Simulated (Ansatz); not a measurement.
# HBr (SMILES Br): HF/cc-pVTZ

Aim: the vertical ionisation energy of HBr at HF/cc-pVTZ, from 2 runs. 

The calculation is run with Ansatz 0.2.0.

30 further runs of the same task are left out: 30 set aside as unsound or not needed.

## (1) The system as given

HBr: 2 atoms, total charge 0, spin state singlet. As SMILES, `Br`. The coordinates come from a PBE0-D4/def2-TZVP relaxation.

Bond lengths: Br1–H2 1.420 Å.

## (2) A single-point energy at HF/cc-pVTZ

File run.yaml:

```yaml
crystal:
  periodic: [false, false, false]
  atoms:
    - symbol: Br
      position_ang: [-0.603220, 0.217960, -0.305050]
    - symbol: H
      position_ang: [0.603220, -0.217960, 0.305050]
basis:
  gaussian:
    orbitals: cc-pVTZ
hamiltonian:
  xc: hf
accuracy: high
output:
  orbitals: {seedname: orbitals}
```

Command:

```console
$ ansatz run run.yaml --threads 1 --pin off --max-ram 3480MiB --events-out events.jsonl --progress --plain --runs-dir runs
```

Log:

```text
Warning: RAYON_NUM_THREADS=1 ignored (pool sized by the plan → 1); use --threads N
Functional definition: HF
  name "HF"
  exchange = exact_x
  correlation = 0
735 factors; integrals over basis functions are off by at most 4.3e-9 eV
mean field evaluation 1: about -70015.7942 eV, gradient 9.3e0 eV
mean field evaluation 2: about -70015.8242 eV, gradient 9.5e0 eV
mean field evaluation 4: about -70016.2050 eV, gradient 1.1e0 eV
mean field evaluation 8: about -70016.2118 eV, gradient 3.3e-3 eV
mean field -70016.21183563 eV, -2573.0483262665 hartree, gradient 1.8e-8 eV, S^2 0.000000; 0 other end points of the search recorded, 0 dependent functions left out
reference -70016.21183563 eV, -2573.0483262665 hartree; 18, 18 occupied and 39, 39 virtual orbitals, 735 factors
Total energy: -70016.21183563 eV, -2573.0483262665 hartree
```

Run time: 0.6 s. Hardware: 1 thread of Arm Neoverse V2, shared host; peak memory 0.092 GiB.

## (3) The doublet cation

File input.yaml:

```yaml
crystal:
  periodic: [false, false, false]
  atoms:
    - {symbol: Br, position_ang: [-0.603220, 0.217960, -0.305050]}
    - {symbol: H, position_ang: [0.603220, -0.217960, 0.305050]}
basis:
  gaussian: {orbitals: cc-pVTZ}
magnetization: {spin_polarized: true, initial_magnetization: 1}
total_charge: 1
accuracy: high
hamiltonian: {xc: hf}
output: {orbitals: {seedname: orbitals}}
```

Command:

```console
$ ansatz run input.yaml --threads 1 --pin off --max-ram 3480MiB --events-out events.jsonl --progress --plain --runs-dir runs
```

Log:

```text
Warning: RAYON_NUM_THREADS=1 ignored (pool sized by the plan → 1); use --threads N
[... 4 set-up lines as earlier in the session ...]
735 factors; integrals over basis functions are off by at most 4.3e-9 eV
mean field evaluation 1: about -70005.0595 eV, gradient 9.3e0 eV
mean field evaluation 2: about -70005.0688 eV, gradient 9.3e0 eV
mean field evaluation 4: about -70005.5281 eV, gradient 1.1e0 eV
mean field evaluation 8: about -70005.5392 eV, gradient 1.1e-3 eV
mean field -70005.53921719 eV, -2572.6561147730 hartree, gradient 8.0e-8 eV, S^2 0.760149; 0 other end points of the search recorded, 0 dependent functions left out
reference -70005.53921719 eV, -2572.6561147730 hartree; 18, 17 occupied and 39, 40 virtual orbitals, 735 factors
Total energy: -70005.53921719 eV, -2572.6561147730 hartree
```

Wall time 0.7 s (1 thread of Arm Neoverse V2, shared host); peak memory 0.11 GiB.

## (4) Results

Level: HF/cc-pVTZ.

| quantity | value |
| --- | --- |
| singlet HBr: total energy | -2573.04833 Eh |
| singlet HBr: HOMO energy | -11.81 eV |
| singlet HBr: LUMO energy | 2.95 eV |
| singlet HBr: HOMO–LUMO gap | 14.77 eV |
| doublet cation: total energy | -2572.65611 Eh |
| doublet cation: HOMO energy (highest over α and β) | -20.77 eV |
| doublet cation: LUMO energy (lowest over α and β) | -9.68 eV |
| doublet cation: ⟨S²⟩ | 0.760 |
| vertical ionisation energy (to the doublet cation) | 10.673 eV |

In words: The vertical ionisation energy comes to 10.67 eV (246 kcal/mol). −ε(HOMO) before ionisation, 11.81 eV, is 1.14 eV above this ionisation energy.
